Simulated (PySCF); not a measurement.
# [WO2(H2O)2]2+: other functionals and bases at one geometry

Aim: see how levels, charges and forces of [WO2(H2O)2]2+ depend on the level of theory. It is a constructed species; whether it can be made isn't addressed.

Computed with PySCF 2.14.0. Level: several levels, as the steps say, no spin–orbit coupling.

4 further runs of the same task are left out: 2 for a known fault of the program, 1 that didn't finish, 1 set aside as unsound or not needed.

### 1 Where the work starts

9 atoms, charge 2, spin multiplicity 1.

Bond lengths: W1–O2 1.673 Å, W1–O3 1.673 Å, W1–O4 2.071 Å, W1–O7 2.071 Å, O4–H5 0.988 Å, O4–H6 0.989 Å, O7–H8 0.988 Å, O7–H9 0.989 Å. Angles: O2–W1–O3 104.1°, O2–W1–O4 102.4°, O2–W1–O7 102.5°, O3–W1–O4 102.5°, O3–W1–O7 102.4°, O4–W1–O7 139.0°, W1–O4–H5 125.7°, W1–O4–H6 125.6°, H5–O4–H6 107.1°, W1–O7–H8 125.7°, W1–O7–H9 125.6°, H8–O7–H9 107.1°.

As a file:

```xyz
9

W     0.0000    0.0000   -0.3829
O     0.9143    0.9514    0.6455
O    -0.9143   -0.9514    0.6455
O     1.4004   -1.3431   -1.1078
H     1.2663   -2.3165   -1.2121
H     2.3705   -1.1726   -1.1930
O    -1.4004    1.3431   -1.1078
H    -1.2663    2.3165   -1.2121
H    -2.3705    1.1726   -1.1930
```

Formal oxidation states: W +6. An earlier session relaxed this geometry at r2SCAN, W def2-SVP with ECP60, O def2-SVP, H def2-SVP (singlet, point group C2v).

At r2SCAN on the finer grid: E = -369.443885 Eh, HOMO -18.92 eV, LUMO -14.16 eV, Mulliken charge on W1 +1.47 e, largest force component 0.020 eV/Å. 

Levels to run: M06-L; revPBE; PBE; PBE0; r2SCAN, TZVP; r2SCAN, x2c-SVP. Hardware: 2 threads of Arm Neoverse V1, shared host.

### 2 M06-L

run.py (the lines that set the calculation) reads:

```python
mol = gto.M(atom='''
W      0.00000     0.00000    -0.38286
O      0.91429     0.95141     0.64552
O     -0.91429    -0.95141     0.64552
O      1.40036    -1.34313    -1.10782
H      1.26629    -2.31652    -1.21208
H      2.37050    -1.17256    -1.19302
O     -1.40036     1.34313    -1.10782
H     -1.26629     2.31652    -1.21208
H     -2.37050     1.17256    -1.19302''',
    basis={'W': 'def2-SVP', 'O': 'def2-SVP', 'H': 'def2-SVP'},
    ecp={'W': 'def2-SVP'},
    charge=2, spin=0)
mf = dft.RKS(mol, xc='M06L')
mf.grids.atom_grid = (75, 302)
mf = mf.density_fit()  # fitting sets: W def2-universal-JKFIT, O def2-universal-JKFIT, H def2-universal-JKFIT
mf.conv_tol = 1e-08; mf.max_cycle = 55
mf.kernel(dm0)  # dm0: the density of the relaxed state
```

Run with:

```sh
> OMP_NUM_THREADS=2 python run.py
```

Log:

```text
init E= -369.553957411659
  HOMO = -0.695317090026776  LUMO = -0.518880331417012  gap/eV = 4.80109
cycle= 1 E= -369.556628400896  delta_E= -0.00267  |g|= 0.0265  |ddm|= 0.179
  HOMO = -0.694487288641366  LUMO = -0.524240727337581  gap/eV = 4.63264
cycle= 2 E= -369.55423781081  delta_E= 0.00239  |g|= 0.114  |ddm|= 0.0911
  HOMO = -0.69753199985027  LUMO = -0.522243498933018  gap/eV = 4.76984
cycle= 3 E= -369.556755092494  delta_E= -0.00252  |g|= 0.0129  |ddm|= 0.0765
  HOMO = -0.696079414766992  LUMO = -0.521074301620117  gap/eV = 4.76213
cycle= 4 E= -369.556789520995  delta_E= -3.44e-05  |g|= 0.00256  |ddm|= 0.0108
  HOMO = -0.695830962836361  LUMO = -0.520768389008133  gap/eV = 4.76370
cycle= 5 E= -369.556790639189  delta_E= -1.12e-06  |g|= 0.000691  |ddm|= 0.00202
  HOMO = -0.695909944158107  LUMO = -0.520860008394245  gap/eV = 4.76335
cycle= 6 E= -369.556790734231  delta_E= -9.5e-08  |g|= 0.000101  |ddm|= 0.000685
  HOMO = -0.695910231905728  LUMO = -0.520858889360901  gap/eV = 4.76339
cycle= 7 E= -369.556790736216  delta_E= -1.98e-09  |g|= 2.85e-05  |ddm|= 0.000112
  HOMO = -0.695909214694119  LUMO = -0.520862112315913  gap/eV = 4.76327
Extra cycle  E= -369.55679073449  delta_E= 1.73e-09  |g|= 9.77e-05  |ddm|= 7.94e-05
converged SCF energy = -369.55679073449
```

Run time: 10 s. Hardware: 2 threads of Arm Neoverse V1, shared host.

Result: E = -369.556791 Eh, HOMO -18.94 eV, LUMO -14.17 eV, Mulliken charge on W1 +1.61 e, largest force component 0.349 eV/Å. 

### 3 revPBE

run.py (the lines that set the calculation): that of step 2 with these lines changed.

```diff
@@ -13,3 +13,3 @@
     charge=2, spin=0)
-mf = dft.RKS(mol, xc='M06L')
+mf = dft.RKS(mol, xc='PBE_R,PBE')
 mf.grids.atom_grid = (75, 302)
```

Run with:

```sh
> OMP_NUM_THREADS=2 python run.py
```

Log:

```text
init E= -369.547281987796
  HOMO = -0.674390526590862  LUMO = -0.523810023201386  gap/eV = 4.09750
cycle= 1 E= -369.54028362359  delta_E= 0.007  |g|= 0.217  |ddm|= 0.285
  HOMO = -0.707577914101012  LUMO = -0.501849557584616  gap/eV = 5.59815
cycle= 2 E= -369.362926658521  delta_E= 0.177  |g|= 0.955  |ddm|= 0.769
  HOMO = -0.673757346965445  LUMO = -0.515462872310962  gap/eV = 4.30741
cycle= 3 E= -369.548769205066  delta_E= -0.186  |g|= 0.0603  |ddm|= 0.639
  HOMO = -0.677691816464492  LUMO = -0.518904766678444  gap/eV = 4.32082
cycle= 4 E= -369.549422295765  delta_E= -0.000653  |g|= 0.0161  |ddm|= 0.0466
  HOMO = -0.678319825536445  LUMO = -0.519696963409763  gap/eV = 4.31635
cycle= 5 E= -369.549454160146  delta_E= -3.19e-05  |g|= 0.00852  |ddm|= 0.0102
  HOMO = -0.677934067831352  LUMO = -0.519036497277068  gap/eV = 4.32382
cycle= 6 E= -369.549468666127  delta_E= -1.45e-05  |g|= 0.00175  |ddm|= 0.00559
  HOMO = -0.678035127148764  LUMO = -0.519077382296754  gap/eV = 4.32546
cycle= 7 E= -369.549469248245  delta_E= -5.82e-07  |g|= 0.000391  |ddm|= 0.00105
  HOMO = -0.678039124293885  LUMO = -0.519077328205803  gap/eV = 4.32557
cycle= 8 E= -369.54946925984  delta_E= -1.16e-08  |g|= 0.000306  |ddm|= 0.000363
  HOMO = -0.678042389596285  LUMO = -0.519076221220845  gap/eV = 4.32569
cycle= 9 E= -369.549469278442  delta_E= -1.86e-08  |g|= 3.42e-05  |ddm|= 0.000194
  HOMO = -0.67804343512184  LUMO = -0.519075892204111  gap/eV = 4.32573
cycle= 10 E= -369.549469278665  delta_E= -2.23e-10  |g|= 2.75e-06  |ddm|= 2.06e-05
  HOMO = -0.678043696264531  LUMO = -0.519075632257116  gap/eV = 4.32574
Extra cycle  E= -369.549469278641  delta_E= 2.39e-11  |g|= 1.18e-05  |ddm|= 9.23e-06
converged SCF energy = -369.549469278641
```

It took 7.7 s on 2 threads of Arm Neoverse V1, shared host.

Result: E = -369.549469 Eh, HOMO -18.45 eV, LUMO -14.12 eV, Mulliken charge on W1 +1.33 e, largest force component 0.830 eV/Å. 

### 4 PBE

run.py (the lines that set the calculation): that of step 3 with these lines changed.

```diff
@@ -13,3 +13,3 @@
     charge=2, spin=0)
-mf = dft.RKS(mol, xc='PBE_R,PBE')
+mf = dft.RKS(mol, xc='PBE')
 mf.grids.atom_grid = (75, 302)
```

Run with:

```sh
> OMP_NUM_THREADS=2 python run.py
```

Log:

```text
init E= -369.29871743735
  HOMO = -0.676239031132098  LUMO = -0.52556291054169  gap/eV = 4.10011
cycle= 1 E= -369.292917690434  delta_E= 0.0058  |g|= 0.205  |ddm|= 0.282
  HOMO = -0.708183387193564  LUMO = -0.505295312370696  gap/eV = 5.52087
cycle= 2 E= -369.129295561337  delta_E= 0.164  |g|= 0.919  |ddm|= 0.735
  HOMO = -0.675970320610148  LUMO = -0.517925512216555  gap/eV = 4.30062
cycle= 3 E= -369.300609073761  delta_E= -0.171  |g|= 0.0546  |ddm|= 0.611
  HOMO = -0.679624348093473  LUMO = -0.521216530223612  gap/eV = 4.31050
cycle= 4 E= -369.301152780794  delta_E= -0.000544  |g|= 0.0144  |ddm|= 0.0426
  HOMO = -0.68029525105851  LUMO = -0.522035055525317  gap/eV = 4.30648
cycle= 5 E= -369.301177161203  delta_E= -2.44e-05  |g|= 0.00778  |ddm|= 0.00904
  HOMO = -0.679935225056216  LUMO = -0.521418873210361  gap/eV = 4.31345
cycle= 6 E= -369.30118937023  delta_E= -1.22e-05  |g|= 0.00151  |ddm|= 0.00516
  HOMO = -0.680008241027288  LUMO = -0.521443783469482  gap/eV = 4.31476
cycle= 7 E= -369.301189788712  delta_E= -4.18e-07  |g|= 0.000406  |ddm|= 0.000851
  HOMO = -0.680011648658756  LUMO = -0.521441984098721  gap/eV = 4.31490
cycle= 8 E= -369.301189802407  delta_E= -1.37e-08  |g|= 0.000309  |ddm|= 0.000336
  HOMO = -0.680014138006062  LUMO = -0.52143895630006  gap/eV = 4.31505
cycle= 9 E= -369.30118982133  delta_E= -1.89e-08  |g|= 3.17e-05  |ddm|= 0.000194
  HOMO = -0.680015054991355  LUMO = -0.521438589694972  gap/eV = 4.31509
cycle= 10 E= -369.301189821521  delta_E= -1.9e-10  |g|= 1.48e-06  |ddm|= 2e-05
  HOMO = -0.680015124604797  LUMO = -0.521438457566669  gap/eV = 4.31509
Extra cycle  E= -369.301189821519  delta_E= 1.82e-12  |g|= 4.94e-06  |ddm|= 4.1e-06
converged SCF energy = -369.301189821519
```

Wall time 7.7 s (2 threads of Arm Neoverse V1, shared host).

It gives: E = -369.301190 Eh, HOMO -18.50 eV, LUMO -14.19 eV, Mulliken charge on W1 +1.30 e, largest force component 0.794 eV/Å. 

### 5 PBE0

run.py (the lines that set the calculation): that of step 4 with these lines changed.

```diff
@@ -13,3 +13,3 @@
     charge=2, spin=0)
-mf = dft.RKS(mol, xc='PBE')
+mf = dft.RKS(mol, xc='PBE0')
 mf.grids.atom_grid = (75, 302)
```

Run with:

```sh
> OMP_NUM_THREADS=2 python run.py
```

Log:

```text
init E= -369.206191271658
  HOMO = -0.738324162727352  LUMO = -0.484787122453569  gap/eV = 6.89909
cycle= 1 E= -369.207267646426  delta_E= -0.00108  |g|= 0.0527  |ddm|= 0.12
  HOMO = -0.737553895056021  LUMO = -0.497536643617945  gap/eV = 6.53120
cycle= 2 E= -369.201635816387  delta_E= 0.00563  |g|= 0.179  |ddm|= 0.163
  HOMO = -0.743855806695425  LUMO = -0.492978824683598  gap/eV = 6.82671
cycle= 3 E= -369.207822188056  delta_E= -0.00619  |g|= 0.0123  |ddm|= 0.119
  HOMO = -0.741137048352861  LUMO = -0.490353457741727  gap/eV = 6.82417
cycle= 4 E= -369.207852557553  delta_E= -3.04e-05  |g|= 0.0017  |ddm|= 0.012
  HOMO = -0.741269039828531  LUMO = -0.490463201700818  gap/eV = 6.82477
cycle= 5 E= -369.207853016046  delta_E= -4.58e-07  |g|= 0.000884  |ddm|= 0.00165
  HOMO = -0.741302326341046  LUMO = -0.490500186164459  gap/eV = 6.82467
cycle= 6 E= -369.207853168919  delta_E= -1.53e-07  |g|= 0.000162  |ddm|= 0.000661
  HOMO = -0.741304241892863  LUMO = -0.490503641286288  gap/eV = 6.82463
cycle= 7 E= -369.207853174679  delta_E= -5.76e-09  |g|= 3.51e-05  |ddm|= 0.000162
  HOMO = -0.741310066784312  LUMO = -0.490501795375196  gap/eV = 6.82484
Extra cycle  E= -369.207853173541  delta_E= 1.14e-09  |g|= 8.9e-05  |ddm|= 8.94e-05
converged SCF energy = -369.207853173541
```

Wall time 6.3 s (2 threads of Arm Neoverse V1, shared host).

Read off: E = -369.207853 Eh, HOMO -20.17 eV, LUMO -13.35 eV, Mulliken charge on W1 +1.47 e, largest force component 1.082 eV/Å. 

### 6 r2SCAN, TZVP

Basis: W def2-TZVP with ECP60, O def2-TZVP, H def2-TZVP. 

run.py (the lines that set the calculation): that of step 5 with these lines changed.

```diff
@@ -10,6 +10,6 @@
 H     -2.37050     1.17256    -1.19302''',
-    basis={'W': 'def2-SVP', 'O': 'def2-SVP', 'H': 'def2-SVP'},
-    ecp={'W': 'def2-SVP'},
+    basis={'W': 'def2-TZVP', 'O': 'def2-TZVP', 'H': 'def2-TZVP'},
+    ecp={'W': 'def2-TZVP'},
     charge=2, spin=0)
-mf = dft.RKS(mol, xc='PBE0')
+mf = dft.RKS(mol, xc='R2SCAN')
 mf.grids.atom_grid = (75, 302)
@@ -17,2 +17,2 @@
 mf.conv_tol = 1e-08; mf.max_cycle = 55
-mf.kernel(dm0)  # dm0: the density of the relaxed state
+mf.kernel(dm0)  # dm0: free metal ions and neutral atoms
```

Run with:

```sh
> OMP_NUM_THREADS=2 python run.py
```

Log:

```text
init E= -369.020999029507
  HOMO = -0.914725858365721  LUMO = -0.705486975001948  gap/eV = 5.69368
cycle= 1 E= -369.26336825348  delta_E= -0.242  |g|= 1.74  |ddm|= 2.53
  HOMO = -0.444052812305738  LUMO = -0.399433233241101  gap/eV = 1.21416
cycle= 2 E= -358.636774783832  delta_E= 10.6  |g|= 6.24  |ddm|= 5.61
  HOMO = -0.647608111626865  LUMO = -0.425089317701205  gap/eV = 6.05504
cycle= 3 E= -369.41855651127  delta_E= -10.8  |g|= 1.42  |ddm|= 5.53
  HOMO = -0.691598581259527  LUMO = -0.516082480613942  gap/eV = 4.77604
cycle= 4 E= -369.810221942935  delta_E= -0.392  |g|= 0.363  |ddm|= 0.822
  HOMO = -0.706639385467962  LUMO = -0.533943099816538  gap/eV = 4.69931
cycle= 5 E= -369.825431052769  delta_E= -0.0152  |g|= 0.169  |ddm|= 0.237
  HOMO = -0.684691304644176  LUMO = -0.514295069653661  gap/eV = 4.63672
cycle= 6 E= -369.830558576472  delta_E= -0.00513  |g|= 0.0611  |ddm|= 0.121
  HOMO = -0.689514559319679  LUMO = -0.517047039595141  gap/eV = 4.69308
cycle= 7 E= -369.831121700697  delta_E= -0.000563  |g|= 0.0321  |ddm|= 0.0268
  HOMO = -0.690592392440767  LUMO = -0.516943326589612  gap/eV = 4.72523
cycle= 8 E= -369.831294673669  delta_E= -0.000173  |g|= 0.0107  |ddm|= 0.0104
  HOMO = -0.690937994469135  LUMO = -0.516840714894591  gap/eV = 4.73743
cycle= 9 E= -369.831314827876  delta_E= -2.02e-05  |g|= 0.00206  |ddm|= 0.00403
  HOMO = -0.691053166373834  LUMO = -0.516861374572013  gap/eV = 4.74000
cycle= 10 E= -369.831315619663  delta_E= -7.92e-07  |g|= 0.000144  |ddm|= 0.000931
  HOMO = -0.691062234367813  LUMO = -0.51686166820272  gap/eV = 4.74024
cycle= 11 E= -369.831315623909  delta_E= -4.25e-09  |g|= 1.25e-05  |ddm|= 8.83e-05
  HOMO = -0.691059134781913  LUMO = -0.516861211300403  gap/eV = 4.74017
Extra cycle  E= -369.831315623551  delta_E= 3.58e-10  |g|= 4.57e-05  |ddm|= 2.67e-05
converged SCF energy = -369.831315623551
```

Run time: 30 s. Hardware: 2 threads of Arm Neoverse V1, shared host.

Read off: E = -369.831316 Eh, HOMO -18.80 eV, LUMO -14.06 eV, Mulliken charge on W1 +1.74 e, largest force component 0.295 eV/Å. 

### 7 r2SCAN, x2c-SVP

Basis: W x2c-SVPall, O x2c-SVPall, H x2c-SVPall. All electrons are treated, with the spin-free X2C Hamiltonian.

run.py (the lines that set the calculation) reads:

```python
mol = gto.M(atom='''
W      0.00000     0.00000    -0.38286
O      0.91429     0.95141     0.64552
O     -0.91429    -0.95141     0.64552
O      1.40036    -1.34313    -1.10782
H      1.26629    -2.31652    -1.21208
H      2.37050    -1.17256    -1.19302
O     -1.40036     1.34313    -1.10782
H     -1.26629     2.31652    -1.21208
H     -2.37050     1.17256    -1.19302''',
    basis={'W': 'x2c-SVPall', 'O': 'x2c-SVPall', 'H': 'x2c-SVPall'},
    nucmod='G',
    charge=2, spin=0)
mf = dft.RKS(mol, xc='R2SCAN')
mf.grids.atom_grid = (99, 590)
mf = mf.density_fit()  # fitting sets: W AutoAux, O AutoAux, H AutoAux
mf = mf.sfx2c1e()
mf.conv_tol = 1e-08; mf.max_cycle = 55
mf.kernel(dm0)  # dm0: free metal ions and neutral atoms
```

Run with:

```sh
> OMP_NUM_THREADS=2 python run.py
```

Log:

```text
init E= -16445.5013459945
  HOMO = -0.904751516179583  LUMO = -0.710077034818557  gap/eV = 5.29736
cycle= 1 E= -16445.0040706805  delta_E= 0.497  |g|= 1.61  |ddm|= 3.28
  HOMO = -0.458307878928455  LUMO = -0.427313360239054  gap/eV = 0.84340
cycle= 2 E= -16434.4804413506  delta_E= 10.5  |g|= 6.18  |ddm|= 7.09
  HOMO = -0.658922496691892  LUMO = -0.452501720741166  gap/eV = 5.61700
cycle= 3 E= -16445.1892848764  delta_E= -10.7  |g|= 1.25  |ddm|= 6.94
  HOMO = -0.707246503497707  LUMO = -0.53284024451002  gap/eV = 4.74584
cycle= 4 E= -16445.4912578199  delta_E= -0.302  |g|= 0.33  |ddm|= 0.92
  HOMO = -0.728040959694178  LUMO = -0.556646019233505  gap/eV = 4.66389
cycle= 5 E= -16445.5046905895  delta_E= -0.0134  |g|= 0.175  |ddm|= 0.327
  HOMO = -0.702784822674078  LUMO = -0.534080579880374  gap/eV = 4.59068
cycle= 6 E= -16445.5109730005  delta_E= -0.00628  |g|= 0.0452  |ddm|= 0.164
  HOMO = -0.705323531385242  LUMO = -0.53489370683175  gap/eV = 4.63763
cycle= 7 E= -16445.511335903  delta_E= -0.000363  |g|= 0.0153  |ddm|= 0.0262
  HOMO = -0.706165531969225  LUMO = -0.535081825082472  gap/eV = 4.65542
cycle= 8 E= -16445.5113770586  delta_E= -4.12e-05  |g|= 0.00512  |ddm|= 0.00712
  HOMO = -0.706305314841876  LUMO = -0.535069472050967  gap/eV = 4.65956
cycle= 9 E= -16445.5113809541  delta_E= -3.9e-06  |g|= 0.00216  |ddm|= 0.00189
  HOMO = -0.706363960898214  LUMO = -0.535038077459913  gap/eV = 4.66201
cycle= 10 E= -16445.5113818464  delta_E= -8.92e-07  |g|= 0.000264  |ddm|= 0.0011
  HOMO = -0.706384731745356  LUMO = -0.53504539984554  gap/eV = 4.66238
cycle= 11 E= -16445.5113818607  delta_E= -1.44e-08  |g|= 1.3e-05  |ddm|= 0.000194
  HOMO = -0.706384255068793  LUMO = -0.53504448836477  gap/eV = 4.66239
cycle= 12 E= -16445.5113818608  delta_E= -2.18e-11  |g|= 2.08e-06  |ddm|= 8.49e-06
  HOMO = -0.706384460394011  LUMO = -0.535044127874444  gap/eV = 4.66241
Extra cycle  E= -16445.5113818607  delta_E= 3.27e-11  |g|= 9.85e-06  |ddm|= 6.91e-06
converged SCF energy = -16445.5113818607
```

It took 60 s on 2 threads of Arm Neoverse V1, shared host.

Result: E = -16445.511382 Eh, HOMO -19.22 eV, LUMO -14.56 eV, Mulliken charge on W1 +1.39 e, largest force component 1.021 eV/Å. 

### 8 All levels side by side

| level | state | HOMO (eV) | gap (eV) | charge on W1 (e) | dipole (D) | largest force (eV/Å) | basis functions | time |
| --- | --- | --- | --- | --- | --- | --- | --- | --- |
| r2SCAN (relaxed here) | singlet | -18.92 | 4.76 | 1.47 | 7.08 | 0.02 | 108 | 37 s |
| M06-L | singlet | -18.94 | 4.76 | 1.61 | 7.08 | 0.35 | 108 | 10 s |
| revPBE | singlet | -18.45 | 4.33 | 1.33 | 6.85 | 0.83 | 108 | 7.7 s |
| PBE | singlet | -18.50 | 4.32 | 1.30 | 6.87 | 0.79 | 108 | 7.7 s |
| PBE0 | singlet | -20.17 | 6.82 | 1.47 | 7.19 | 1.08 | 108 | 6.3 s |
| r2SCAN, TZVP | singlet | -18.80 | 4.74 | 1.74 | 6.96 | 0.29 | 188 | 30 s |
| r2SCAN, x2c-SVP | singlet | -19.22 | 4.66 | 1.39 | 6.86 | 1.02 | 142 | 60 s |

Times are on 2 threads of Arm Neoverse V1, shared host; the first row also made further properties. The dipole of a charged species depends on the origin, so these sizes hold for this origin alone.

In one basis the HOMO–LUMO gap runs from 4.32 eV (PBE) to 6.82 eV (PBE0). The largest leftover force, 1.08 eV/Å with PBE0, stands at a geometry relaxed at another level. The Mulliken charge on W spans +1.30 to +1.74 e over the levels. Total energies of different levels can't be compared. Spin–orbit coupling is left out throughout.
